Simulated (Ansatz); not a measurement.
## CuAu3, space group Pm-3m: a point defect in a supercell

Computed with Ansatz's Python interface.

`defect_cuau3.py`
```python
"""A substitution in a supercell of CuAu3, against the perfect cell."""

import warnings

import ansatz as az
import numpy as np

warnings.simplefilter("ignore", az.DeckWarning)

vectors = np.array([
    [3.98, 0.0, 0.0],
    [0.0, 3.98, 0.0],
    [0.0, 0.0, 3.98],
])
crystal = (
    az.Lattice.of(vectors)
    .atom("Cu", [0.0, 0.0, 0.0])
    .atom("Au", [0.0, 0.5, 0.5])
    .atom("Au", [0.5, 0.0, 0.5])
    .atom("Au", [0.5, 0.5, 0.0])
)
host = crystal.supercell(2, 2, 1)
defective = host.substitution("Ag", at=[0.0, 0.0, 0.0], replaces="Cu")

def prepare(structure):
    return (
        structure.calculation()
        .occupations("fermi_dirac", width=0.3)
        .kpoints(2, 2, 3, shift=0.5)
        .basis(260, xc_grid=1)
        .functional("lda")
        .scf(lower_state_search="light", self_checks="high")
        .band_table()
    )


perfect = prepare(host).run(threads=1).report
calc = prepare(defective).forces()
res = calc.run(threads=1)
data = res.report

n_host, n_defect = len(perfect["lattice"]["sites"]), len(data["lattice"]["sites"])
print(f"perfect cell: {n_host} atoms, F = {perfect['free_energy_ev']:.4f} eV")
print(f"defect cell:  {n_defect} atoms, F = {data['free_energy_ev']:.4f} eV")
# chemical potentials are still to be added to this difference
print(f"difference {data['free_energy_ev'] - perfect['free_energy_ev']:.4f} eV (no chemical potentials)")


for label, run in (("perfect", perfect), ("defect", data)):
    levels, filled = np.array(run["eigenvalues_ev"][0]), np.array(run["occupations"][0])
    top = int(np.argmin(np.abs(levels - run["fermi_energy_ev"])))
    window = slice(max(top - 3, 0), top + 4)
    print(label, "levels near E_F at the first k-point:", ", ".join(f"{e - run['fermi_energy_ev']:.2f} ({f:.2f})" for e, f in zip(levels[window], filled[window])))
```

```console
$ python defect_cuau3.py
perfect cell: 16 atoms, F = -180587.0761 eV
defect cell:  16 atoms, F = -181490.2865 eV
difference -903.2104 eV (no chemical potentials)
perfect levels near E_F at the first k-point: -1.70 (1.99), -1.70 (1.99), -0.52 (1.70), -0.05 (1.08), 0.46 (0.36), 1.35 (0.02), 1.36 (0.02)
defect levels near E_F at the first k-point: -1.75 (1.99), -1.74 (1.99), -0.50 (1.68), -0.07 (1.11), 0.47 (0.35), 1.36 (0.02), 1.38 (0.02)
```

What to keep in mind:
- The settings weren't tested for convergence.
- The cutoff lies under the one recommended for these potentials.
- The smearing is wide enough that free energy and stress hold a thermal part of the electrons.
- The atoms stand at ideal sites; relaxing them can change energy and levels by an eV or more.
- The difference holds no chemical potentials.
- An opening on this mesh may only mean that it misses a point where bands touch.
- Each cell's levels count from its own Fermi level and aren't aligned; one k-point can hide that the defect cell is metallic.
- The starting cell is as deposited in a crystallographic database; the results hold for this polymorph, which needn't be the stable one.
- Levels are Kohn-Sham eigenvalues on this mesh, without spin-orbit coupling.
- The supercell is small, so the defect meets its images and the energies aren't those of an isolated defect; a partly filled defect level may also lower its energy by spin or distortion. For a charged cell the difference holds no correction, alignment or term for the electrons' reservoir.
- The script silences the warnings on its input, which a real study should read.
- The whole script took 10 s on 1 thread of Arm Neoverse V2 (shared host), peak memory 0.52 GiB.
